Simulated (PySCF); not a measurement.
# Solver options tried on LiSn (quartet)

Aim: find out which solver settings change the answer for LiSn (quartet).

Computed with PySCF 2.14.0. Level: method and basis as typed in the scripts.

6 further runs of the same task are left out: 1 for a known fault of the program, 5 that didn't finish.

**1. The system as given**

LiSn (quartet): 2 atoms, charge 0, spin multiplicity 4.

Bond lengths: Li1–Sn2 2.635 Å.

**2. Base script**

input.py

```python
from pyscf import gto, scf, mp

mol = gto.M(
    atom='Li 0 0 0; Sn 0 0 2.635',
    basis='sto-3g',
    charge=0,
    spin=3,
    symmetry=True,
    verbose=3,
)
mf = scf.UHF(mol)
mf.kernel()
mp.MP2(mf, frozen=18).kernel()
mf.dip_moment()
print('orbital energies (hartree):', [e[max(0, n-3):n+3].round(4) for e, n in zip(mf.mo_energy, mol.nelec)])
```

Started as:

```bash
$ OMP_NUM_THREADS=1 python input.py
```

Its log is not repeated here.

Base result: E(SCF) = -5970.601607 Eh, E(MP2) − E(SCF) = -0.01929 Eh, ⟨S²⟩ = 3.756, μ = 0.47 D (of the SCF density).

No relativity is included for the heavy element. The bond length is a typed value, not an optimised one. The quartet is typed in the script; nothing here shows that it is the ground state.

**3. Smearing width 0.005 hartree**

Variant 1 changes smearing width: none → 0.005 hartree; step after the SCF: mp2 → none.

input.py

```python
from pyscf import gto, scf

mol = gto.M(
    atom='Li 0 0 0; Sn 0 0 2.635',
    basis='sto-3g',
    charge=0,
    spin=3,
    symmetry=True,
    verbose=3,
)
mf = scf.UHF(mol)
mf = scf.addons.smearing_(mf, sigma=0.005, method='fermi')
mf.kernel()
mf.dip_moment()
print('orbital energies (hartree):', [e[max(0, n-3):n+3].round(4) for e, n in zip(mf.mo_energy, mol.nelec)])
```

Started as:

```bash
$ OMP_NUM_THREADS=1 python input.py
```

**4. Damping 0.2**

Variant 2 changes damping: none → 0.2.

Changes to input.py since step 2:

```diff
@@ -11,2 +11,4 @@
 mf = scf.UHF(mol)
+mf.damp = 0.2
+mf.diis_start_cycle = 8
 mf.kernel()
```

**5. Second-order solver on**

Variant 3 changes second-order solver: off → on.

Changes to input.py since step 2:

```diff
@@ -11,2 +11,3 @@
 mf = scf.UHF(mol)
+mf = mf.newton()
 mf.kernel()
```

**6. Cycle limit 200**

Variant 4 changes cycle limit: 50 → 200.

Changes to input.py since step 2:

```diff
@@ -11,2 +11,3 @@
 mf = scf.UHF(mol)
+mf.max_cycle = 200
 mf.kernel()
```

**Question.** What will these runs give? Wanted: for each run, E(SCF); from base; gap, α spin; SCF dipole; after the SCF.

The runs gave:

```csv
run,E(SCF) (hartree),from base (eV),"gap, α spin (eV)",SCF dipole (D),after the SCF
base,-5970.601607,0,6.60,0.47,"MP2 correlation -0.525 eV, core frozen"
smearing width 0.005 hartree,-5970.481948,not comparable,n/a,0.31,n/a
damping 0.2,-5970.601607,0.0000,6.60,0.47,"MP2 correlation -0.525 eV, core frozen"
second-order solver on,-5970.601607,0.0000,6.60,0.47,"MP2 correlation -0.525 eV, core frozen"
cycle limit 200,-5970.601607,0.0000,6.60,0.47,"MP2 correlation -0.525 eV, core frozen"
```

**Reading.** With damping 0.2 or second-order solver on or cycle limit 200 the SCF ends at the base energy.
